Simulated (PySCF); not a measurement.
# C3H4BrNO: the cost of one run

Computed with PySCF 2.14.0 and routines of our own; the level stands in each step. Atoms count from 0.

## Step 1: The starting structure

10 atoms, charge 0, multiplicity 1; geometry from: GFN2-xTB.

## Step 2: Relaxing the molecule at CAM-B3LYP/6-31G*

The job: settings as JSON, then the geometry in Å.

```
{"job": {"xc": "CAM-B3LYP", "basis": "6-31G*", "grid": 1, "kind": "geom"}, "charge": 0, "multiplicity": 1}
N     -1.444632    -0.606312     0.262342
C     -0.829266     0.574002     0.208485
C      0.498663     0.742740    -0.059294
C      1.331862    -0.374610    -0.305014
O      1.071259    -1.544795    -0.324208
Br     3.214980     0.161386    -0.666932
H     -0.890642    -1.436965     0.093055
H     -2.424681    -0.686792     0.462124
H     -1.443215     1.446833     0.392900
H      0.924555     1.729167    -0.085986
```

Started as:

```bash
$ OMP_NUM_THREADS=1 python excited_run.py task.json out
```

The driver reads the jobs from task.json and runs them one after another.

Q: Estimate the wall time and peak memory of this first job on 1 thread of Arm Neoverse V2, shared host.

About 45 s, with a peak of 0.5 GiB.
